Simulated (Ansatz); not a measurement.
**B3N3H6 (SMILES B1NBNBN1), step by step**

We compute a series of 16 runs (HF/STO-3G, UHF/STO-3G, HF/3-21G, UHF/3-21G, HF/6-31G*, B3LYP/6-31G*, PBE/def2-SVP, MP2/6-31G*) of B3H6N3. 

The calculation is run with Ansatz 0.2.0.

## Step 1: Starting point

B3N3H6 has 12 atoms, charge 0, and is taken as a singlet. SMILES: `B1NBNBN1`. Geometry: relaxed at PBE0-D4/def2-TZVP. This is one conformer, not always the lowest. The run starts from this shape.

Bond lengths: B1–N2 1.425 Å, N2–B3 1.425 Å, B3–N4 1.425 Å, N4–B5 1.425 Å, B1–N6 1.425 Å, B5–N6 1.425 Å, B1–H7 1.197 Å, N2–H8 1.006 Å, B3–H9 1.197 Å, N4–H10 1.006 Å, B5–H11 1.197 Å, N6–H12 1.006 Å. Some angles: B1–N2–B3 122.9°, N2–B1–N6 117.1°, N2–B3–N4 117.1°, B3–N4–B5 122.9°, N4–B5–N6 117.1°, B1–N6–B5 122.9°, B1–N2–H8 118.6°, B3–N2–H8 118.6°, N2–B1–H7 121.4°, N6–B1–H7 121.4°.

## Step 2: A geometry optimisation at HF/STO-3G (run 1)

The input, molecule.yaml:

```yaml
crystal:
  periodic: [false, false, false]
  atoms:
    - {symbol: B, position_ang: [-0.725600, -1.223220, 0.253660]}
    - {symbol: N, position_ang: [0.524170, -0.956610, 0.883320]}
    - {symbol: B, position_ang: [1.265120, 0.238610, 0.655490]}
    - {symbol: "N", position_ang: [0.704960, 1.188460, -0.246430]}
    - {symbol: B, position_ang: [-0.539530, 0.984630, -0.909140]}
    - {symbol: "N", position_ang: [-1.229160, -0.231820, -0.636840]}
    - {symbol: H, position_ang: [-1.326890, -2.236960, 0.463830]}
    - {symbol: H, position_ang: [0.899850, -1.642240, 1.516360]}
    - {symbol: H, position_ang: [2.313570, 0.436330, 1.198680]}
    - {symbol: H, position_ang: [1.210210, 2.040210, -0.423070]}
    - {symbol: H, position_ang: [-0.986620, 1.800580, -1.662600]}
    - {symbol: H, position_ang: [-2.110080, -0.397960, -1.093280]}
basis:
  gaussian: {orbitals: STO-3G}
total_charge: 0
hamiltonian: {xc: hf}
relax: {f_tol: 0.002}
output: {orbitals: {seedname: orbitals}}
```

Started as:

```console
$ ansatz run molecule.yaml --threads 1 --pin off --max-ram 3480MiB --events-out events.jsonl --progress --plain --runs-dir runs
```

The log of the run:

```text
Warning: RAYON_NUM_THREADS=1 ignored (pool sized by the plan → 1); use --threads N
The last accepted step is kept in runs//last_step.txt (removed where the run ends without a failure and the disk answers)
[... 37 lines left out ...]
Total energy: -6480.33876192 eV, -238.1480569693 hartree
[... 12 lines left out ...]
Dipole moment:     0.000013    -0.000012    -0.000021 e Å
```

Run time: 4.2 s. Hardware: 1 thread of Intel Xeon Platinum 8488C (Sapphire Rapids), shared host; peak memory 0.11 GiB.

Step by step:

```
step  energy from the first frame kept (eV)  largest force (eV/Å)
   1                                 0.0000                1.2111
   2                                -0.0887                0.0774
   3                                -0.0889                0.0077
   4                                -0.0889                0.0014
```

After the run. Bond lengths: B1–N2 1.418 Å, N2–B3 1.418 Å, B3–N4 1.418 Å, N4–B5 1.418 Å, B1–N6 1.418 Å, B5–N6 1.418 Å, B1–H7 1.161 Å, N2–H8 1.019 Å, B3–H9 1.161 Å, N4–H10 1.019 Å, B5–H11 1.161 Å, N6–H12 1.019 Å. Some angles: B1–N2–B3 122.8°, N2–B1–N6 117.2°, N2–B3–N4 117.2°, B3–N4–B5 122.8°, N4–B5–N6 117.2°, B1–N6–B5 122.8°, B1–N2–H8 118.6°, B3–N2–H8 118.6°, N2–B1–H7 121.4°, N6–B1–H7 121.4°.

## Step 3: The harmonic vibrations at HF/STO-3G (run 2)

The input, in.yaml:

```yaml
crystal:
  periodic: [false, false, false]
  atoms:
    - {symbol: B, position_ang: [-0.722163, -1.217482, 0.252437]}
    - {symbol: N, position_ang: [0.521995, -0.952635, 0.879605]}
    - {symbol: B, position_ang: [1.259128, 0.237511, 0.652453]}
    - {symbol: N, position_ang: [0.702021, 1.183487, -0.245419]}
    - {symbol: B, position_ang: [-0.536950, 0.979960, -0.904918]}
    - {symbol: N, position_ang: [-1.224017, -0.230849, -0.634189]}
    - {symbol: H, position_ang: [-1.305214, -2.200353, 0.456293]}
    - {symbol: H, position_ang: [0.902410, -1.646890, 1.520630]}
    - {symbol: H, position_ang: [2.275713, 0.429201, 1.179093]}
    - {symbol: H, position_ang: [1.213632, 2.045973, -0.424274]}
    - {symbol: H, position_ang: [-0.970510, 1.771166, -1.635370]}
    - {symbol: H, position_ang: [-2.116046, -0.399079, -1.096359]}
basis:
  gaussian: {orbitals: STO-3G}
hamiltonian: {xc: hf}
phonons: {temperatures: {t_min: 298.15, t_max: 298.15, t_step: 1}}
```

Started as:

```console
$ ansatz run in.yaml --threads 1 --pin off --max-ram 3480MiB --events-out events.jsonl --progress --plain --runs-dir runs
```

The log of the run:

```text
Warning: RAYON_NUM_THREADS=1 ignored (pool sized by the plan → 1); use --threads N
[... 389 lines left out ...]
Total energy: -6480.33870047 eV, -238.1480547108 hartree
[... 12 lines left out ...]
Dipole moment:     0.000012    -0.000011    -0.000022 e Å
Vibrations: 329.49 329.49 487.36 605.34 605.34 821.16 835.24 835.25 995.34 1101.45 1101.46 1103.24 1103.24 1104.75 1128.67 1245.26 1263.76 1263.77 1384.16 1569.38 1682.79 1682.80 1742.40 1742.40 3258.74 3258.76 3262.44 4117.41 4117.69 4117.71 cm⁻¹, zero-point energy 2.987789 eV
```

It took 52 s on 1 thread of Intel Xeon Platinum 8488C (Sapphire Rapids), shared host; peak memory 0.1 GiB.

Runs 3 to 4 aren't shown in full; the table further down has their settings and results.

## Step 4: A structure relaxation at HF/3-21G (run 5)

The input, in.yaml:

```yaml
crystal:
  periodic: [false, false, false]
  atoms:
    - {symbol: B, position_ang: [-0.725600, -1.223220, 0.253660]}
    - {symbol: N, position_ang: [0.524170, -0.956610, 0.883320]}
    - {symbol: B, position_ang: [1.265120, 0.238610, 0.655490]}
    - {symbol: "N", position_ang: [0.704960, 1.188460, -0.246430]}
    - {symbol: B, position_ang: [-0.539530, 0.984630, -0.909140]}
    - {symbol: "N", position_ang: [-1.229160, -0.231820, -0.636840]}
    - {symbol: H, position_ang: [-1.326890, -2.236960, 0.463830]}
    - {symbol: H, position_ang: [0.899850, -1.642240, 1.516360]}
    - {symbol: H, position_ang: [2.313570, 0.436330, 1.198680]}
    - {symbol: H, position_ang: [1.210210, 2.040210, -0.423070]}
    - {symbol: H, position_ang: [-0.986620, 1.800580, -1.662600]}
    - {symbol: H, position_ang: [-2.110080, -0.397960, -1.093280]}
basis:
  gaussian:
    orbitals: 3-21G.json
hamiltonian:
  xc: hf
relax:
  f_tol: 0.002
output:
  orbitals: {seedname: orbitals}
```

The basis set 3-21G is read from a file made from the Basis Set Exchange's data (not shown).

Started as:

```console
$ ansatz run in.yaml --threads 1 --pin off --max-ram 3480MiB --events-out events.jsonl --progress --plain --runs-dir runs
```

The log of the run, shortened:

```text
Warning: RAYON_NUM_THREADS=1 ignored (pool sized by the plan → 1); use --threads N
[... 1 set-up line as earlier in the session ...]
[... 43 lines left out ...]
Total energy: -6526.44850920 eV, -239.8425589275 hartree
[... 12 lines left out ...]
Dipole moment:     0.000002    -0.000001    -0.000003 e Å
```

Wall time 6.3 s (1 thread of Intel Xeon Platinum 8488C (Sapphire Rapids), shared host); peak memory 0.15 GiB.

Step by step:

```
step  energy from the first frame kept (eV)  largest force (eV/Å)
   1                                 0.0000                1.0771
   2                                -0.0373                0.2660
   3                                -0.0398                0.0961
   4                                -0.0402                0.0141
   5                                -0.0402                0.0013
```

After the run. Bond lengths: B1–N2 1.441 Å, N2–B3 1.441 Å, B3–N4 1.441 Å, N4–B5 1.441 Å, B1–N6 1.441 Å, B5–N6 1.441 Å, B1–H7 1.190 Å, N2–H8 1.001 Å, B3–H9 1.190 Å, N4–H10 1.001 Å, B5–H11 1.190 Å, N6–H12 1.001 Å. Some angles: B1–N2–B3 122.4°, N2–B1–N6 117.6°, N2–B3–N4 117.6°, B3–N4–B5 122.4°, N4–B5–N6 117.6°, B1–N6–B5 122.4°, B1–N2–H8 118.8°, B3–N2–H8 118.8°, N2–B1–H7 121.2°, N6–B1–H7 121.2°.

Runs 6 to 15 aren't shown in full; the table further down has their settings and results.

## Step 5: The harmonic vibrations at MP2/6-31G(d) (Cartesian functions) (run 16)

The input, job.yaml:

```yaml
basis:
  gaussian:
    orbitals: "6-31G*"
crystal:
  periodic: [false, false, false]
  atoms:
    - {symbol: B, position_ang: [-0.729666, -1.230081, 0.255085]}
    - {symbol: "N", position_ang: [0.526737, -0.961289, 0.887599]}
    - {symbol: B, position_ang: [1.272206, 0.239945, 0.659165]}
    - {symbol: N, position_ang: [0.708401, 1.194238, -0.247651]}
    - {symbol: B, position_ang: [-0.542552, 0.990149, -0.914237]}
    - {symbol: "N", position_ang: [-1.235128, -0.232955, -0.639967]}
    - {symbol: H, position_ang: [-1.330835, -2.243538, 0.465251]}
    - {symbol: H, position_ang: [0.904879, -1.651397, 1.524804]}
    - {symbol: H, position_ang: [2.320376, 0.437627, 1.202241]}
    - {symbol: H, position_ang: [1.216960, 2.051577, -0.425440]}
    - {symbol: H, position_ang: [-0.989559, 1.805930, -1.667466]}
    - {symbol: H, position_ang: [-2.121819, -0.400197, -1.099404]}
correlation:
  method: mp2
phonons:
  temperatures: {t_min: 298.15, t_max: 298.15, t_step: 1}
```

Started as:

```console
$ ansatz run job.yaml --threads 1 --pin off --max-ram 3480MiB --events-out events.jsonl --progress --plain --runs-dir runs
```

The log of the run:

```text
Warning: RAYON_NUM_THREADS=1 ignored (pool sized by the plan → 1); use --threads N
[... 26 lines left out ...]
6 core orbitals not correlated: weight in the atoms' cores, before any rotation towards them, 1.000 or more for the frozen orbitals, at most 0.000 for the correlated occupied ones
[... 173 lines left out ...]
6 core orbitals not correlated: weight in the atoms' cores, before any rotation towards them, 1.000 or more for the frozen orbitals, at most 0.000 for the correlated occupied ones
[... 173 lines left out ...]
6 core orbitals not correlated: weight in the atoms' cores, before any rotation towards them, 1.000 or more for the frozen orbitals, at most 0.000 for the correlated occupied ones
[... 176 lines left out ...]
Dipole moment:    -0.000003     0.000001     0.000000 e Å
[... 1 line left out ...]
Checks for a lower state left out: cluster_reference
```

Run time: 5 min. Hardware: 1 thread of Intel Xeon Platinum 8488C (Sapphire Rapids), shared host; peak memory 0.27 GiB.

## Step 6: The series

```
run                               level         task  walk f tol  partner  energy (Eh)  dipole moment (D)  wall time
  1                           HF/STO-3G     optimise       0.002     base  -238.148057               0.00      4.2 s
  2                           HF/STO-3G  frequencies           –     base  -238.148055               0.00       52 s
  3                          UHF/STO-3G       energy           –   cation  -237.881690                  –      1.4 s
  4                          UHF/STO-3G     optimise           –   cation  -237.913688                  –      8.1 s
  5                            HF/3-21G     optimise       0.002     base  -239.842559               0.00      6.3 s
  6                            HF/3-21G  frequencies           –     base  -239.842559               0.00       61 s
  7                           UHF/3-21G       energy           –   cation  -239.510902                  –      4.5 s
  8                           UHF/3-21G     optimise           –   cation  -239.535262                  –       16 s
  9     HF/6-31G* (Cartesian functions)     optimise       0.002     base  -241.151007               0.00       12 s
 10     HF/6-31G* (Cartesian functions)  frequencies           –     base  -241.151007               0.00    2.5 min
 11  B3LYP/6-31G* (Cartesian functions)     optimise       0.002     base  -242.670178               0.00       24 s
 12  B3LYP/6-31G* (Cartesian functions)  frequencies           –     base  -242.670178               0.00    3.6 min
 13                        PBE/def2-SVP     optimise       0.002     base  -242.159591               0.00       16 s
 14                        PBE/def2-SVP  frequencies           –     base  -242.159591               0.00      2 min
 15    MP2/6-31G* (Cartesian functions)     optimise       0.002     base  -241.855394               0.00       25 s
 16    MP2/6-31G* (Cartesian functions)  frequencies           –     base  -241.855394               0.00      5 min
```

## Step 7: What came out

```
                                                                          quantity          value
                                                  run 16, MP2/6-31G*: total energy  -241.85539 Eh
                            run 16, MP2/6-31G*: dipole moment (correlated density)         0.00 D
                   run 16, MP2/6-31G*: correlation energy (6 core orbitals frozen)     -705.4 mEh
                                      run 16, MP2/6-31G*: largest force on an atom     0.001 eV/Å
                                    run 16, MP2/6-31G*: lowest harmonic wavenumber       281 cm⁻¹
                                   run 16, MP2/6-31G*: highest harmonic wavenumber      3651 cm⁻¹
                                             run 16, MP2/6-31G*: zero-point energy   248.7 kJ/mol
                     vertical ionisation energy (to the doublet cation), HF/STO-3G       7.248 eV
                      vertical ionisation energy (to the doublet cation), HF/3-21G       9.025 eV
adiabatic ionisation energy (to the doublet cation, no zero-point term), HF/STO-3G       6.377 eV
 adiabatic ionisation energy (to the doublet cation, no zero-point term), HF/3-21G       8.362 eV
```

What this shows: At HF/STO-3G: the vertical ionisation energy comes to 7.25 eV (699 kJ/mol). In a minimal basis such a difference can be off by several eV, whatever the method. At HF/3-21G: the vertical ionisation energy comes to 9.02 eV (871 kJ/mol). At HF/STO-3G: the adiabatic ionisation energy (to the doublet cation, no zero-point term) is 6.38 eV (615 kJ/mol). At HF/3-21G: the adiabatic ionisation energy (to the doublet cation, no zero-point term) is 8.36 eV (807 kJ/mol). Totals of different functionals can't be ranked against each other. In runs 1, 2, 3, 4 the basis is minimal, so the values are rough. All runs together took 17 min, the longest 5 min.
